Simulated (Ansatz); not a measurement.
**BH₃IO+ (SMILES [OH2+]BI): one structure at several levels**

The task here is to estimate one member of a computed series from the others.

Program: Ansatz 0.2.0, Gaussian basis. Level of theory: single points in def2-TZVPP. These are calculated values, not measurements.

Correlated methods freeze the cores. Filled d shells of the heavier atoms are correlated. Core potentials replace the inner electrons past krypton, and spin-orbit coupling is left out. B3LYP uses VWN-RPA correlation.

### Starting geometry

SMILES `[OH2+]BI`, 6 atoms, charge 1, spin multiplicity 1.

Atoms are counted from 1 here; the program's logs count them from 0.

Bond lengths: O1–B2 1.387 Å, O1–H4 1.167 Å, O1–H5 0.877 Å, B2–I3 2.085 Å, B2–H6 1.085 Å. Angles: B2–O1–H4 123.4°, B2–O1–H5 121.4°, H4–O1–H5 113.5°, O1–B2–I3 114.9°, O1–B2–H6 121.2°, I3–B2–H6 123.8°.

As a file:

```
O    -0.5485   -0.3438    0.3940
B     0.6628    0.1007   -0.1154
I     0.5467    1.8265   -1.2792
H    -1.5834    0.0427    0.0186
H    -0.6016   -1.0767    0.8733
H     1.5864   -0.4347    0.0808
```

Set-up of the first run:

The input, run/in.yaml:

```yaml
crystal:
  periodic: [false, false, false]
  atoms:
    - {symbol: O, position_ang: [-0.548500, -0.343800, 0.394000]}
    - {symbol: B, position_ang: [0.662800, 0.100700, -0.115400]}
    - {symbol: I, position_ang: [0.546700, 1.826500, -1.279200]}
    - {symbol: H, position_ang: [-1.583400, 0.042700, 0.018600]}
    - {symbol: H, position_ang: [-0.601600, -1.076700, 0.873300]}
    - {symbol: H, position_ang: [1.586400, -0.434700, 0.080800]}
basis:
  gaussian: {orbitals: def2-TZVPP}
total_charge: 1
correlation: {method: ccsd_t}
output: {forces: true}
```

No record of the launch command was kept for these runs.

Among the steps run: CCSD(T)/def2-TZVPP; PBE0-D4/def2-TZVPP; wB97M-V/def2-TZVPP; r2SCAN-D4/def2-TZVPP; PBE-D4/def2-TZVPP; BLYP-D4/def2-TZVPP; B3LYP-D4/def2-TZVPP.

One table of the session follows, with a row left open; its other results are not shown here.

```
   method  RMS force component (eV/Å)  angle to CCSD(T) forces (°)
  CCSD(T)                       3.045                    reference
  PBE0-D4                       3.011                          3.1
  wB97M-V                       3.002                          1.7
r2SCAN-D4                       2.968                          3.0
   PBE-D4                       3.004                          5.6
  BLYP-D4                           ?                            ?
 B3LYP-D4                       2.950                          3.3
```

**Question.** Estimate the row for BLYP-D4.

The run gave: RMS force component (eV/Å): 2.937; angle to CCSD(T) forces (°): 6.2. In the column «RMS force component (eV/Å)» it is the lowest.
